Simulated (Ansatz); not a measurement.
## C2H4AlN, SMILES [CH]1=N[CH2][AlH]1: a rigid scan of one bond length, step by step

Program: the Ansatz DFT code, driven from Python.

The cells in order, each with its output:

```python
import ansatz as az
import numpy as np
```

```python
BASIS = 'def2-SVP'
FUNCTIONAL = 'cam_b3lyp'
```

```python
geometry_ang = [
    ('C', [-0.9492, 0.6356, -0.4661]),
    ('N', [0.0193, 1.3801, -0.0276]),
    ('C', [0.7918, 0.2485, 0.3591]),
    ('Al', [-0.1902, -1.1066, -0.0953]),
    ('H', [-1.9457, 0.9484, -0.9405]),
    ('H', [1.0122, 0.2876, 1.4663]),
    ('H', [1.8054, 0.2291, -0.192]),
    ('H', [-0.4514, -2.6798, -0.1597]),
]
c2h4aln = az.Crystal.molecule()
for symbol, xyz in geometry_ang:
    c2h4aln = c2h4aln.atom(symbol, xyz)
```

```python
symbols = [site.symbol for site in c2h4aln.cartesian_sites]
start = np.array([site.position_ang for site in c2h4aln.cartesian_sites])
axis = (start[7] - start[3]) / np.linalg.norm(start[7] - start[3])
moving = [7]
lengths, energies = [1.36, 1.47, 1.6, 1.76, 2.0, 2.39, 2.87, 3.51], []
for length in lengths:
    xyz = start.copy()
    xyz[moving] += (length - np.linalg.norm(start[7] - start[3])) * axis
    point = az.Crystal.molecule()
    for symbol, place in zip(symbols, xyz):
        point = point.atom(symbol, place.tolist())
    base = (
        point.calculation()
        .basis(gaussian=BASIS)
        .functional(FUNCTIONAL)
    )
    data = base.run(threads=1).report
    energies.append(data['free_energy_ev'])
    print(f'r = {length:6.3f} A  E = {energies[-1]:.5f} eV  <S^2> = {abs(data["mean_field"]["state"]["spin_squared"]):.3f}')
```

    r =  1.360 A  E = -10214.96136 eV  <S^2> = 0.000
    r =  1.470 A  E = -10215.31284 eV  <S^2> = 0.000
    r =  1.600 A  E = -10215.40383 eV  <S^2> = 0.000
    r =  1.760 A  E = -10215.22447 eV  <S^2> = 0.000
    r =  2.000 A  E = -10214.65961 eV  <S^2> = 0.000
    r =  2.390 A  E = -10213.54118 eV  <S^2> = 0.000
    r =  2.870 A  E = -10212.30961 eV  <S^2> = 0.000
    r =  3.510 A  E = -10211.10117 eV  <S^2> = 0.000

```python
print('energy above the lowest point (eV):', [round(e - min(energies), 3) for e in energies])
```

    energy above the lowest point (eV): [0.442, 0.091, 0.0, 0.179, 0.744, 1.863, 3.094, 4.303]

Notes:
- Total energies depend on the basis set; only differences at equal settings carry meaning.
- The rest of the molecule is held rigid at a force-field or estimated start geometry, and the basis set is modest; single-reference methods fail as a bond breaks.
- The orbitals are restricted, so S² is zero by construction.
- Toward dissociation an unrestricted state can lie under the restricted one, by tenths of an eV for polar bonds under a functional and by 1 to 2 eV or more for others.
- Wall time of the script: 20 s on 1 thread of Arm Neoverse V1, with other jobs on the host, peak memory 0.23 GiB.
